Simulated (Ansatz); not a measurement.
# MnS (Browneite): the cost of one run

All numbers are computed with Ansatz 0.2.0, driven from Python. The levels of theory stand in the script.

## (1) Starting point

Symmetry: F-43m, No. 216, cubic system. The conventional cell has a = 5.600 Å, b = 5.600 Å, c = 5.600 Å, α = 90.00°, β = 90.00°, γ = 90.00°. Around Mn (site symmetry -43m) lie 4 S at 2.42 Å. S (site symmetry -43m) is surrounded by 4 Mn at 2.42 Å.

No structure file is read: the coordinates are typed or built in the script.

## (2) The code

mns.py

```python
# -*- coding: utf-8 -*-
"""One structure of MnS under several functionals."""

from dataclasses import dataclass

import ansatz as az


@dataclass(frozen=True)
class Options:
    mesh: tuple[int, ...] = (10, 10, 10)
    smearing: str = "fermi_dirac"
    sigma: float = 0.15


opts = Options()

lattice = az.Lattice.of(
    (0.0, 2.8, 2.8),
    (2.8, 0.0, 2.8),
    (2.8, 2.8, 0.0),
)
sites = [
    ("Mn", (0.0, 0.0, 0.0)),
    ("S", (0.25, 0.25, 0.25)),
]
crystal = az.Crystal(lattice=lattice)
for symbol, position in sites:
    crystal = crystal.atom(symbol, position)
crystal = crystal.moments(Mn=2.8)

job = crystal.calculation()
job = job.spin(az.SpinTreatment.COLLINEAR)
job = job.kpoints(mesh=opts.mesh, center="gamma")
job = job.occupations(opts.smearing, width=opts.sigma)
job = job.basis(24 * az.Ha)
job = job.pseudopotentials("paw")
job = job.stress()

rows = []
for value in ["blyp", "lda", "r2scan"]:
    r = job.functional(value).run(threads=1).report
    rows.append((value, r["free_energy_ev"] / len(r["lattice"]["sites"]), r["n_iterations"], sum(r["stress_gpa"][i][i] for i in range(3)) / 3, r["magnetization_mub"], r["n_kpoints"]))

print("  functional   F/atom (eV)    iterations       P (GPa)  moment (muB)      k-points")
for row in rows:
    print(f"{str(row[0]):>12s}  {row[1]:12.5f}  {row[2]:12d}  {row[3]:12.3f}  {row[4]:12.3f}  {row[5]:12d}")
```

## (3) Running it

On the command line:

```console
> python mns.py
```

Q: Estimate wall time and peak memory on 1 thread of Arm Neoverse V1, shared host.

About 78 s, with a peak of 0.7 GiB.
